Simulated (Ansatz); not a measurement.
# ScAl: the cost of one run

Method: DFT r2SCAN, scalar-relativistic, plane waves, PAW, in Ansatz 0.2.0.

1 further run of the same task is left out (it didn't finish).

## Step 1: Starting point

Symmetry: Cmcm, No. 63, orthorhombic system. The conventional cell has a = 4.327 Å, b = 10.500 Å, c = 3.771 Å, α = 90.00°, β = 90.00°, γ = 90.00°. Sc (site symmetry m2m) has 7 Al at 2.92 to 3.16 Å as nearest neighbours. Al (site symmetry m2m) has 2 Al at 2.59 Å and 5 Sc at 2.92 to 2.94 Å as nearest neighbours.

Coordinates:

```
Sc Al
1.0
     2.16340   -5.25022    0.00000
     2.16340    5.25022    0.00000
     0.00000    0.00000    3.77129
Sc Al
2 2
Direct
  0.86468 0.13532 0.25000
  0.13532 0.86468 0.75000
  0.58451 0.41550 0.25000
  0.41550 0.58451 0.75000
```

The structure comes from the Materials Project (structure only).

(A quick probe on a coarse mesh, which set the mesh and smearing, is not shown.)

## Step 3: Relaxing cell and atoms

Contents of input.yaml:

```yaml
crystal:
  lattice:
    - [2.163399, -5.250219, 0.0]
    - [2.163399, 5.250219, 0.0]
    - [0.0, 0.0, 3.771292]
  atoms:
    - { symbol: Sc, position: [0.864681, 0.135319, 0.25] }
    - { symbol: Sc, position: [0.135319, 0.864681, 0.75] }
    - { symbol: Al, position: [0.584505, 0.415495, 0.25] }
    - { symbol: Al, position: [0.415495, 0.584505, 0.75] }
basis:
  ecutwfc: 500
kpoints:
  mp_grid: { grid: [10, 10, 12] }
hamiltonian:
  xc: r2scan
scf:
  occupations: { method: gaussian, width: 0.1 }
output:
  forces: true
  stress: true
  eigenvalues: true
relax:
  adjacent_minimum: "off"
  f_tol: 0.005
  max_steps: 80
  cell: { stress_tol: 0.05 }
```

The run is started by

```bash
> ansatz run input.yaml --threads 1 --pin off --max-ram 2560MiB --backend cpu --events-out ev --progress --plain --runs-dir out
```

What time and memory should one allow on 1 thread of Intel Xeon Platinum 8259CL at 2.50GHz (Skylake/Cascade Lake), shared host?

About 10 min, with a peak of 1 GiB.
